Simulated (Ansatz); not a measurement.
The system is HPbNO4.

```xyz
7
Lattice="3.8571 0.0018 -0.0366 0.1735 4.3344 -0.0165 0.7580 0.8387 5.8766" Properties=species:S:1:pos:R:3 pbc="T T T"
H     2.6784    4.0493    1.1289
Pb    3.2640    2.7055    5.3570
N     3.1776    1.4531    2.9117
O     1.3252    2.6900    4.5562
O     2.9731    4.6255    2.8902
O     2.3661    4.0462    0.1903
O     3.3249    2.1006    1.8421
```

The cell was built by a generator and needn't be a form met in nature.

```yaml
Program: Ansatz 0.2.0
Task: relaxation of cell and atoms
Functional: PBEsol
Potentials_or_basis: Ansatz PAW
Cutoff: "420 eV (not typed: the program's choice for these potentials)"
k_mesh: 5 × 5 × 4
Occupations: fermi-dirac, width 0.05 eV
Spin: no spin polarisation
```

At the start: volume 14.06 Å³/atom.

Question: Where does the relaxation end?

Answer: It ends after 25 steps and the volume is 12.81 Å³/atom (-8.9 %); space group P1 (No. 1, to 0.05 Å).

The path:
| step | energy change (eV) | largest force (eV/Å) | volume (Å³) |
| --- | --- | --- | --- |
| 1 | 0.0000 | 0.4217 | 98.41 |
| 2 | -0.0719 | 0.2092 | 91.97 |
| 3 | -0.0774 | 0.1499 | 92.86 |
| 4 | -0.0790 | 0.2039 | 92.68 |
| 5 | -0.0827 | 0.1839 | 92.22 |
| 6 | -0.0834 | 0.1620 | 92.15 |
| 7 | -0.0846 | 0.1210 | 92.00 |
| 8 | -0.0853 | 0.0399 | 91.87 |
| 9 | -0.0854 | 0.0168 | 91.88 |
| 10 | -0.0854 | 0.0064 | 91.87 |
| 11 | -0.0662 | 0.0076 | 91.87 |
| 12 | -0.0725 | 0.0763 | 90.68 |
| 13 | -0.0732 | 0.0298 | 90.64 |
| 14 | -0.0739 | 0.0108 | 90.53 |
| 15 | -0.0741 | 0.0093 | 90.49 |
| 16 | -0.0688 | 0.0093 | 90.49 |
| 17 | -0.0713 | 0.0203 | 90.02 |
| 18 | -0.0716 | 0.0215 | 89.97 |
| 19 | -0.0717 | 0.0182 | 89.94 |
| 20 | -0.0718 | 0.0091 | 89.94 |
| 21 | -0.0693 | 0.0089 | 89.94 |
| 22 | -0.0706 | 0.0282 | 89.66 |
| 23 | -0.0707 | 0.0273 | 89.64 |
| 24 | -0.0705 | 0.0042 | 89.70 |
| 25 | -0.0695 | 0.0042 | 89.70 |

Final structure:
```
H Pb N O
1.0
     3.81730    0.06729    0.00626
     0.24571    4.17422    0.03237
     0.82749    0.88291    5.64318
H Pb N O
1 1 1 4
Direct
  0.60546 0.89322 0.21026
  0.63945 0.45907 0.90540
  0.72864 0.22639 0.50419
  0.16678 0.49351 0.76608
  0.63716 0.95175 0.50591
  0.54102 0.93284 0.04605
  0.80054 0.41229 0.31212
```

Caveat: the plane-wave basis is chosen anew once the cell has moved, so the energies of steps on either side of that aren't comparable; the pressure holds a Pulay correction of +0.7 GPa for the finite cutoff; the PAW data sets come from PBE, with cores solved anew for the run's functional, which leaves a small shift of forces and pressure.
